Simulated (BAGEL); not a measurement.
# AlHCl2O (AlCl2(OH)) at B3LYP/def2-SVPD (density fitting with qzvpp-jkfit)

What is the energy change on altering one bond length of AlHCl2O (AlCl2(OH)) at B3LYP/def2-SVPD (density fitting with qzvpp-jkfit)? 

The results are computed with BAGEL 1.2.2.

20 further runs of the same task are left out: 20 set aside as unsound or not needed.

**1. The structure to begin with**

AlHCl2O: 5 atoms, total charge 0, spin state singlet. SMILES: `[OH][Al]([Cl])[Cl]`. Geometry: a GFN2-xTB relaxation, a rough one for these elements and not checked as a minimum.

Bond lengths: Al1–Cl2 2.030 Å, Al1–Cl3 2.029 Å, Al1–O4 1.640 Å, O4–H5 0.946 Å. Angles: Cl2–Al1–Cl3 122.7°, Cl2–Al1–O4 118.6°, Cl3–Al1–O4 118.7°, Al1–O4–H5 179.3°.

**2. A single-point energy at B3LYP/def2-SVPD (density fitting with qzvpp-jkfit)**

job.json

```json
{ "bagel": [

{
  "title": "molecule",
  "basis": "def2-svpd.json",
  "df_basis": "qzvpp-jkfit",
  "angstrom": "true",
  "geometry": [
    { "atom": "Al", "xyz": [       0.230780,       0.385800,      -0.074320 ] },
    { "atom": "Cl", "xyz": [       2.254930,       0.306210,      -0.199310 ] },
    { "atom": "Cl", "xyz": [      -0.812370,       2.114450,      -0.277420 ] },
    { "atom": "O", "xyz": [      -0.594660,      -1.004120,       0.200170 ] },
    { "atom": "H", "xyz": [      -1.078680,      -1.802350,       0.350870 ] }
  ]
},

{
  "title": "ks",
  "xc_func": "b3lyp"
},

{
  "title": "print",
  "file": "orbitals.molden",
  "orbitals": "true"
}

]}
```

The basis set def2-SVPD is read from a file made from the Basis Set Exchange's data (not shown).

The run is started by

```sh
BAGEL_NUM_THREADS=1 BAGEL job.json > job.out
```

Output:

```text
* using 1 threads per process

  ===============================================================
  ===============================================================

  *** Geometry ***

  { "atom" : "Al", "xyz" : [      0.436111,      0.729056,     -0.140444 ] },
  { "atom" : "Cl", "xyz" : [      4.261200,      0.578653,     -0.376641 ] },
  { "atom" : "Cl", "xyz" : [     -1.535157,      3.995731,     -0.524248 ] },
  { "atom" : "O", "xyz" : [     -1.123745,     -1.897512,      0.378266 ] },
  { "atom" : "H", "xyz" : [     -2.038410,     -3.405948,      0.663048 ] },

  Number of auxiliary basis functions:      479

  Since a DF basis is specified, we compute 2- and 3-index integrals:
    o Being stored without compression. Storage requirement is 0.046 GB

  Number of basis functions:      109
  Number of electrons      :       56

    * METHOD: MOLECULE                             0.24

  *** Kohn-Sham DFT ***

    * Removing 8299 points whose weight is below 1.00e-10
    * Grid points: 66231

  === Nuclear Repulsion ===
   248.9382406072

       - DIIS with orbital gradients will be used.

  === KS iteration (b3lyp / def2-svpd.json) ===
      0      -1215.49056484          0.07988012           0.36
      1      -1180.06863782          0.14109818           0.33
      2      -1199.32625755          0.08570123           0.36
      3      -1198.86311184          0.18200250           0.35
      4      -1216.31891588          0.13522172           0.35
      5      -1224.46332280          0.12777283           0.35
      6      -1223.79966797          0.13156548           0.35
      7      -1187.03084604          0.20058484           0.36
      8      -1199.49692518          0.10789185           0.36
      9      -1219.25209097          0.11300151           0.36
     10      -1232.03345835          0.08182845           0.36
     11      -1237.20645893          0.04483886           0.36
     12      -1235.69754643          0.05502420           0.35
     13      -1238.13544558          0.02393257           0.35
     14      -1238.27622467          0.02022765           0.35
     15      -1238.48533696          0.00389915           0.36
     16      -1238.49274157          0.00155057           0.35
     17      -1238.49420680          0.00027830           0.34
     18      -1238.49428001          0.00003625           0.34
     19      -1238.49428118          0.00000633           0.34
     20      -1238.49428121          0.00000152           0.35
     21      -1238.49428121          0.00000037           0.35
     22      -1238.49428121          0.00000015           0.35
     23      -1238.49428121          0.00000006           0.34
     24      -1238.49428121          0.00000001           0.34
     25      -1238.49428121          0.00000000           0.34
    * SCF iteration converged.

    * Permanent dipole moment:
           (    0.369416,     0.609719,    -0.117522) a.u.

    * METHOD: KS                                   9.41

    * METHOD: PRINT                                0.03

  ===============================================================
```

Wall time 9.9 s (1 thread of Arm Neoverse V1, shared host); peak memory 0.38 GiB.

**3. The distorted shape**

job.json

```json
{ "bagel" : [

{
  "title" : "molecule",
  "basis" : "def2-svpd.json",
  "df_basis" : "qzvpp-jkfit",
  "angstrom" : true,
  "geometry" : [
    { "atom" : "Al", "xyz" : [    1.065323,   -0.997158,    0.088164 ] },
    { "atom" : "Cl", "xyz" : [    3.089473,   -1.076748,   -0.036826 ] },
    { "atom" : "Cl", "xyz" : [   -0.812370,    2.114450,   -0.277420 ] },
    { "atom" : "O", "xyz" : [    0.239883,   -2.387078,    0.362654 ] },
    { "atom" : "H", "xyz" : [   -0.244137,   -3.185308,    0.513354 ] }
  ]
},
{ "title" : "ks", "xc_func" : "b3lyp" },
{ "title" : "print", "file" : "orbitals.molden", "orbitals" : true }

]}
```

The basis set def2-SVPD is read from a file made from the Basis Set Exchange's data (not shown).

The run is started by

```sh
BAGEL_NUM_THREADS=1 BAGEL job.json > job.out
```

Output:

```text
* using 1 threads per process

  ===============================================================
  ===============================================================

  *** Geometry ***

  { "atom" : "Al", "xyz" : [      2.013169,     -1.884356,      0.166606 ] },
  { "atom" : "Cl", "xyz" : [      5.838258,     -2.034759,     -0.069591 ] },
  { "atom" : "Cl", "xyz" : [     -1.535157,      3.995731,     -0.524248 ] },
  { "atom" : "O", "xyz" : [      0.453313,     -4.510924,      0.685317 ] },
  { "atom" : "H", "xyz" : [     -0.461352,     -6.019360,      0.970098 ] },

  Number of auxiliary basis functions:      479

  Since a DF basis is specified, we compute 2- and 3-index integrals:
    o Being stored without compression. Storage requirement is 0.046 GB

  Number of basis functions:      109
  Number of electrons      :       56

    * METHOD: MOLECULE                             0.23

  *** Kohn-Sham DFT ***

    * Removing 7174 points whose weight is below 1.00e-10
    * Grid points: 67356

  === Nuclear Repulsion ===
   202.7583045224

       - DIIS with orbital gradients will be used.

  === KS iteration (b3lyp / def2-svpd.json) ===
      0      -1218.54107953          0.08063266           0.38
      1      -1199.42369911          0.12083956           0.35
      2      -1195.25653315          0.07670248           0.35
      3      -1176.19608969          0.17850831           0.35
      4      -1197.55995260          0.14433323           0.35
      5      -1208.64977856          0.13774897           0.35
      6      -1205.58263015          0.15788459           0.35
      7      -1179.12364227          0.16432622           0.34
      8      -1173.52898807          0.11286196           0.35
      9      -1221.99926355          0.08009245           0.35
     10      -1228.82555504          0.05457093           0.35
     11      -1192.00022702          0.11053658           0.35
     12      -1237.81183628          0.02092162           0.35
     13      -1237.52256621          0.03961253           0.36
     14      -1238.29978281          0.00560756           0.35
     15      -1238.35619983          0.00236912           0.36
     16      -1238.34344325          0.00400657           0.36
     17      -1238.35896565          0.00146198           0.36
     18      -1238.36132620          0.00036956           0.35
     19      -1238.36148508          0.00011171           0.36
     20      -1238.36148821          0.00005746           0.35
     21      -1238.36149115          0.00001553           0.36
     22      -1238.36149135          0.00000571           0.36
     23      -1238.36149137          0.00000082           0.36
     24      -1238.36149137          0.00000063           0.35
     25      -1238.36149137          0.00000010           0.35
     26      -1238.36149137          0.00000008           0.36
     27      -1238.36149137          0.00000007           0.36
     28      -1238.36149137          0.00000002           0.36
     29      -1238.36149137          0.00000001           0.36
    * SCF iteration converged.

    * Permanent dipole moment:
           (   -1.006116,     2.668643,    -0.349999) a.u.

    * METHOD: KS                                  10.97

    * METHOD: PRINT                                0.03

  ===============================================================
```

Wall time 11 s (1 thread of Arm Neoverse V1, shared host); peak memory 0.38 GiB.

**4. Summary of results**

At B3LYP/def2-SVPD (density fitting with qzvpp-jkfit):

| quantity | value |
| --- | --- |
| first shape: total energy | -1238.49428 Eh |
| first shape: dipole moment | 1.84 D |
| first shape: HOMO energy | -8.85 eV |
| first shape: LUMO energy | -1.30 eV |
| first shape: HOMO–LUMO gap | 7.55 eV |
| distorted shape: total energy | -1238.36149 Eh |
| distorted shape: dipole moment | 7.30 D |
| distorted shape: HOMO energy | -7.06 eV |
| distorted shape: LUMO energy | -4.98 eV |
| distorted shape: HOMO–LUMO gap | 2.08 eV |
| energy change with the Al1–Cl3 bond stretched from 2.029 to 3.653 Å | 3.613 eV |

With the Al1–Cl3 bond stretched from 2.029 to 3.653 Å the energy rises by 3.61 eV (349 kJ/mol). The first shape isn't relaxed at this level, so the change isn't measured from a minimum.
